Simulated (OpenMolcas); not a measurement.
# CH4F2Si (SMILES C[SiH](F)F): a chain of runs

We compute a single-point energy (HF/ANO-R0), then the energy (CASSCF(2,2)/ANO-R1), then an energy scan (CASPT2(2,2)/ANO-R1), then the energy along one coordinate (SC-NEVPT2(2,2)/ANO-R1), then the energy along one coordinate (MC-PDFT[tPBE](2,2)/ANO-R1) of CH4F2Si. 

The results are computed with OpenMolcas 26.06.

## (1) The system as given

The species is CH4F2Si (8 atoms), meant as a singlet with charge 0. SMILES: `C[SiH](F)F`. Geometry: relaxed at PBE0-D4/def2-TZVP.

Bond lengths: C1–Si2 1.840 Å, Si2–F3 1.591 Å, Si2–F4 1.591 Å, C1–H5 1.092 Å, C1–H6 1.093 Å, C1–H7 1.093 Å, Si2–H8 1.477 Å. Some angles: C1–Si2–F3 109.8°, C1–Si2–F4 109.8°, F3–Si2–F4 106.8°, C1–Si2–H8 114.8°, F3–Si2–H8 107.6°, F4–Si2–H8 107.6°, Si2–C1–H5 110.7°, Si2–C1–H6 110.6°, Si2–C1–H7 110.6°, H5–C1–H6 108.3°.

## (2) A single-point energy at HF/ANO-R0 (sfX2C) (run 1)

The input, struct.xyz:

```xyz
8

C     -0.387100     0.881700    -0.174700
Si     0.329300    -0.775200     0.180600
F      1.916300    -0.678300     0.226700
F     -0.035400    -1.783900    -0.994000
H     -0.013400     1.269000    -1.125400
H     -0.122700     1.591000     0.613300
H     -1.476800     0.824400    -0.231400
H     -0.118100    -1.385700     1.449000
```

The input, step1.input:

```
&GATEWAY
  Coord=struct.xyz
  Basis=ANO-R0
  Group=NoSym

&SEWARD

&SCF
  PrOrbitals=0

&LOCALISATION
  Occupied
  Freeze
  Pipek-Mezey

&LOCALISATION
  FileOrb=$Project.LocOrb
  Virtual
  Pipek-Mezey
```

On the command line:

```
$ export MOLCAS_MEM=1860
$ pymolcas step1.input > step1.log
```

What it wrote:

```text
--- Start Module: gateway ---
[...]
--- Stop Module: gateway /rc=_RC_ALL_IS_WELL_ ---
[...]
      Basis functions           28
[...]
       Convergence after  10 Iterations
[...]
::    Total SCF energy                               -528.2400065975
[...]
      Total spin, S                                     0.0000000000
[...]
      Total electronic charge=   42.000000
      Total            charge=   -0.000000
[...]
      Dipole Moment (debye):
      Origin of the operator (angstrom)=    0.4702   -0.6776   -0.1330
                   X= -1.8960E-01               Y=  9.6356E-01               Z= -5.6998E-01           Total=  1.1355E+00
      Quadrupole Moment (debye*angstrom):
[...]
--- Start Module: localisation ---
[...]
--- Stop Module: localisation /rc=_RC_ALL_IS_WELL_ ---
--- Start Module: localisation ---
[...]
--- Stop Module: localisation /rc=_RC_ALL_IS_WELL_ ---
[...]
```

It took 5.4 s on 1 thread of AMD EPYC 7R43 (Zen 3), shared host; peak memory 0.38 GiB.

## (3) The energy at CASSCF(2,2)/ANO-R1 (sfX2C, RICD fitting) (run 2)

struct.xyz is that of step 2.

The input, step2.input:

```
* CH4F2Si CASSCF
>>> EXPORT MOLCAS_PRINT=2

&GATEWAY
 Coord
 struct.xyz
 Basis
 ANO-R0
 Group
 NoSym

&SEWARD

&RASSCF
 FileOrb
 $CurrDir/step1.LocOrb
 Alter
 2
 1 17 21
 1 22 24
 Spin
 1
 Nactel
 2 0 0
 Inactive
 20
 Ras2
 2
 OrbListing
 Nothing
>>> COPY $Project.RunFile RUNFIL1
>>> COPY $Project.RasOrb INPORB

&GATEWAY
 Coord
 struct.xyz
 Basis
 ANO-R1
 Group
 NoSym
 RICD

&SEWARD
>>> COPY $Project.RunFile RUNFIL2

&EXPBAS

&RASSCF
 FileOrb
 $Project.ExpOrb
 Spin
 1
 Nactel
 2 0 0
 Inactive
 20
 Ras2
 2
 OrbListing
 Nothing
 OrbAppear
 Compact
```

On the command line:

```
$ export MOLCAS_MEM=1860
$ pymolcas step2.input > step2.log
```

What it wrote:

```text
--- Start Module: gateway ---
[...]
--- Stop Module: gateway /rc=_RC_ALL_IS_WELL_ ---
[...]
      Basis functions           28
[...]
      Number of active orbitals                  2
[...]
      Spin quantum number                      0.0
[...]
      Active orbitals                            2
[...]
      Number of CSFs                             3
[...]
      Number of root(s) required                 1
[...]
      Convergence after 12 iterations
[...]
      printout of CI-coefficients larger than  0.05 for root  1
      energy=    -528.255916
      conf/sym  11     Coeff  Weight
             1  20   0.99416 0.98836
             3  02  -0.10788 0.01164
      Natural orbitals and occupation numbers for root  1
      sym 1:   1.976723   0.023277
      ************************************************************************************************************************
      *                                                    Final results                                                     *
[...]
::    RASSCF root number  1 Total energy:   -528.25591566
[...]
      Basis functions           80
[...]
--- Start Module: expbas ---
[...]
--- Stop Module: expbas /rc=_RC_ALL_IS_WELL_ ---
--- Start Module: rasscf ---
[...]
      Convergence after 18 iterations
[...]
      Natural orbitals and occupation numbers for root  1
      sym 1:   1.987680   0.012320
      ************************************************************************************************************************
      *                                                    Final results                                                     *
[...]
::    RASSCF root number  1 Total energy:   -529.05063826
[...]
      Total electronic charge=   42.000000
      Total            charge=   -0.000000
[...]
      Dipole Moment (debye):
      Origin of the operator (angstrom)=    0.4702   -0.6776   -0.1330
                   X= -1.4513E+00               Y=  1.6820E+00               Z=  9.3398E-01           Total=  2.4099E+00
      Quadrupole Moment (debye*angstrom):
[...]
--- Stop Module: rasscf /rc=_RC_ALL_IS_WELL_ ---
[...]
```

Run time: 14 s. Hardware: 1 thread of AMD EPYC 7R43 (Zen 3), shared host; peak memory 0.37 GiB.

## (4) An energy scan at CASPT2(2,2)/ANO-R1 (sfX2C, RICD fitting, ipea shift 0.25 Eh, pt2 variant SS) (run 3)

The input, step3.input:

```
>>> COPY $CurrDir/step2.RasOrb $Project.RasOrb
>>> ForEach K in (1, 2, 3, 4, 5, 6, 7, 8, 9)

&GATEWAY
  Coord=$CurrDir/point$K.xyz
  Basis=ANO-R1
  Group=NoSym
  RICD

&SEWARD

&RASSCF
  FileOrb=$Project.RasOrb
  Spin=1
  Nactel=2 0 0
  Inactive=20
  Ras2=2
  OrbListing=Nothing
  OrbAppear=Compact

&CASPT2
  Imaginary=0.2
  Frozen=8
>>> EndDo
```

On the command line:

```
$ export MOLCAS_MEM=1860
$ pymolcas step3.input > step3.log
```

What it wrote:

```text
[...]
      Basis functions           80
[...]
      Number of active orbitals                  2
[...]
      Spin quantum number                      0.0
[...]
      Active orbitals                            2
[...]
      Number of CSFs                             3
[...]
      Number of root(s) required                 1
[...]
      Convergence after 33 iterations
[...]
      Natural orbitals and occupation numbers for root  1
      sym 1:   1.990922   0.009078
      ************************************************************************************************************************
      *                                                    Final results                                                     *
[...]
::    RASSCF root number  1 Total energy:   -529.02600766
[...]
::    CASPT2 Root  1     Total energy:   -529.63354954
[...]
      Convergence after 18 iterations
[...]
      Natural orbitals and occupation numbers for root  1
      sym 1:   1.987668   0.012332
      ************************************************************************************************************************
      *                                                    Final results                                                     *
[...]
      Convergence after 16 iterations
[...]
      Natural orbitals and occupation numbers for root  1
      sym 1:   1.772586   0.227414
      ************************************************************************************************************************
      *                                                    Final results                                                     *
[...]
      Convergence after 14 iterations
[...]
      Natural orbitals and occupation numbers for root  1
      sym 1:   1.478152   0.521848
      ************************************************************************************************************************
      *                                                    Final results                                                     *
[...]
      Convergence after 18 iterations
[...]
      Natural orbitals and occupation numbers for root  1
      sym 1:   1.193943   0.806057
      ************************************************************************************************************************
      *                                                    Final results                                                     *
[...]
::    RASSCF root number  1 Total energy:   -528.84534028
[...]
::    CASPT2 Root  1     Total energy:   -529.40614647
[...]
      Convergence after  8 iterations
[...]
::    RASSCF root number  1 Total energy:   -528.84331899
[...]
::    CASPT2 Root  1     Total energy:   -529.40259800
[...]
```

Run time: 89 s. Hardware: 1 thread of AMD EPYC 7R43 (Zen 3), shared host; peak memory 0.077 GiB.

The scan, from its lowest point:

```
F3–Si2 (Å)  energy (kJ/mol)
     1.432             60.3
     1.591              0.0
     1.750             40.0
     1.988            163.8
     2.306            337.6
     2.704            503.7
     3.181            613.7
     3.817            657.3
     4.772            666.7
```

## (5) An energy scan at SC-NEVPT2(2,2)/ANO-R1 (sfX2C, RICD fitting, pt2 variant SC-NEVPT2) (run 4)

The input, step4.inp:

```
* CH4F2Si NEVPT2
>>> EXPORT MOLCAS_PRINT=2
>>> COPY $CurrDir/step2.RasOrb $Project.RasOrb
>>> ForEach K in (1, 2, 3, 4, 5, 6, 7, 8, 9)

&GATEWAY
 Coord=$CurrDir/point$K.xyz
 Basis=ANO-R1
 Group=NoSym
 RICD

&SEWARD

&RASSCF
 FileOrb=$Project.RasOrb
 Spin=1
 Nactel=2 0 0
 Inactive=20
 Ras2=2
 OrbListing=Nothing
 OrbAppear=Compact

&CASPT2
 SC-NEVPT2
 Frozen=8
>>> EndDo
```

On the command line:

```
$ export MOLCAS_MEM=1860
$ pymolcas step4.inp > step4.log
```

What it wrote:

```text
[...]
      Basis functions           80
[...]
      Number of active orbitals                  2
[...]
      Spin quantum number                      0.0
[...]
      Active orbitals                            2
[...]
      Number of CSFs                             3
[...]
      Number of root(s) required                 1
[...]
      Convergence after 33 iterations
[...]
      printout of CI-coefficients larger than  0.05 for root  1
      energy=    -529.026008
      conf/sym  11     Coeff  Weight
             1  20   0.99773 0.99546
             3  02  -0.06737 0.00454
      Natural orbitals and occupation numbers for root  1
      sym 1:   1.990922   0.009078
      ************************************************************************************************************************
      *                                                    Final results                                                     *
[...]
::    RASSCF root number  1 Total energy:   -529.02600766
[...]
      E2 (Variational):          -0.6049450862
[...]
::    SC-NEVPT2 Root  1     Total energy:   -529.63085532
[...]
      Convergence after 18 iterations
[...]
      Natural orbitals and occupation numbers for root  1
      sym 1:   1.987668   0.012332
      ************************************************************************************************************************
      *                                                    Final results                                                     *
[...]
      Convergence after 16 iterations
[...]
      Natural orbitals and occupation numbers for root  1
      sym 1:   1.772586   0.227414
      ************************************************************************************************************************
      *                                                    Final results                                                     *
[...]
      Convergence after 14 iterations
[...]
      Natural orbitals and occupation numbers for root  1
      sym 1:   1.478152   0.521848
      ************************************************************************************************************************
      *                                                    Final results                                                     *
[...]
      Convergence after 18 iterations
[...]
::    RASSCF root number  1 Total energy:   -528.84534028
[...]
::    SC-NEVPT2 Root  1     Total energy:   -529.40191665
[...]
      Convergence after  8 iterations
[...]
::    RASSCF root number  1 Total energy:   -528.84331899
[...]
      E2 (Variational):          -0.5552381958
[...]
      Reference weight:           0.86857
[...]
::    SC-NEVPT2 Root  1     Total energy:   -529.39855719
[...]
```

Run time: 96 s. Hardware: 1 thread of AMD EPYC 7R43 (Zen 3), shared host; peak memory 0.077 GiB.

The scan, from its lowest point:

```
F3–Si2 (Å)  energy (kJ/mol)
     1.432             63.3
     1.591              0.0
     1.750             35.1
     1.988            154.2
     2.306            329.0
     2.704            504.6
     3.181            620.9
     3.817            664.4
     4.772            673.2
```

## (6) The energy along one coordinate at MC-PDFT[tPBE](2,2)/ANO-R1 (sfX2C, RICD fitting) (run 5)

The input, step5.input:

```
>>> COPY $CurrDir/step2.RasOrb $Project.RasOrb
>>> ForEach K in (1, 2, 3, 4, 5, 6, 7, 8, 9)

&GATEWAY
  Coord=$CurrDir/point$K.xyz
  Basis=ANO-R1
  Group=NoSym
  RICD

&SEWARD

&RASSCF
  FileOrb=$Project.RasOrb
  Spin=1
  Nactel=2 0 0
  Inactive=20
  Ras2=2
  OrbListing=Nothing
  OrbAppear=Compact

&MCPDFT
  KSDFT=T:PBE
>>> EndDo
```

On the command line:

```
$ export MOLCAS_MEM=1860
$ pymolcas step5.input > step5.log
```

What it wrote:

```text
--- Start Module: gateway ---
[...]
      Basis functions           80
[...]
      Number of active orbitals                  2
[...]
      Spin quantum number                      0.0
[...]
      Active orbitals                            2
[...]
      Number of CSFs                             3
[...]
      Number of root(s) required                 1
[...]
      Convergence after 33 iterations
[...]
      printout of CI-coefficients larger than  0.05 for root  1
      energy=    -529.026008
      conf/sym  11     Coeff  Weight
             1  20   0.99773 0.99546
             3  02  -0.06737 0.00454
      Natural orbitals and occupation numbers for root  1
      sym 1:   1.990922   0.009078
      ************************************************************************************************************************
      *                                                    Final results                                                     *
[...]
::    RASSCF root number  1 Total energy:   -529.02600766
[...]
::    MCPDFT root number  1 Total energy:   -530.25170918
[...]
      Convergence after 18 iterations
[...]
      Natural orbitals and occupation numbers for root  1
      sym 1:   1.987668   0.012332
      ************************************************************************************************************************
      *                                                    Final results                                                     *
[...]
      Convergence after 16 iterations
[...]
      Natural orbitals and occupation numbers for root  1
      sym 1:   1.772586   0.227414
      ************************************************************************************************************************
      *                                                    Final results                                                     *
[...]
      Convergence after 14 iterations
[...]
      Natural orbitals and occupation numbers for root  1
      sym 1:   1.478152   0.521848
      ************************************************************************************************************************
      *                                                    Final results                                                     *
[...]
      Convergence after 18 iterations
[...]
::    RASSCF root number  1 Total energy:   -528.84534028
[...]
::    MCPDFT root number  1 Total energy:   -530.02522858
[...]
      Convergence after  8 iterations
[...]
::    RASSCF root number  1 Total energy:   -528.84331899
[...]
      Total electronic charge=   42.000000
      Total            charge=   -0.000000
[...]
::    MCPDFT root number  1 Total energy:   -530.02014436
[...]
```

Wall time 1.8 min (1 thread of AMD EPYC 7R43 (Zen 3), shared host); peak memory 0.077 GiB.

The scan, from its lowest point:

```
F3–Si2 (Å)  energy (kJ/mol)
     1.432             68.3
     1.591              0.0
     1.750             27.7
     1.988            133.0
     2.306            288.6
     2.704            454.9
     3.181            597.3
     3.817            662.9
     4.772            676.3
```

## (7) Outcome

```
                                                   quantity          value
                             run 1, HF/ANO-R0: total energy  -528.24001 Eh
                            run 1, HF/ANO-R0: dipole moment         1.14 D
                              run 1, HF/ANO-R0: HOMO energy      -12.55 eV
                              run 1, HF/ANO-R0: LUMO energy        5.21 eV
                            run 1, HF/ANO-R0: HOMO–LUMO gap       17.76 eV
                    run 2, CASSCF(2,2)/ANO-R1: total energy  -529.05064 Eh
  run 2, CASSCF(2,2)/ANO-R1: dipole moment (CASSCF density)         2.41 D
       run 3, CASPT2(2,2)/ANO-R1: lowest energy of the scan  -529.65652 Eh
    run 4, SC-NEVPT2(2,2)/ANO-R1: lowest energy of the scan  -529.65497 Eh
run 5, MC-PDFT[tPBE](2,2)/ANO-R1: lowest energy of the scan  -530.27773 Eh
```

What this shows: Mulliken charges (run 2, CASSCF(2,2)/ANO-R1) run from -0.39 on F4 to +0.71 on Si2; they depend strongly on the basis.
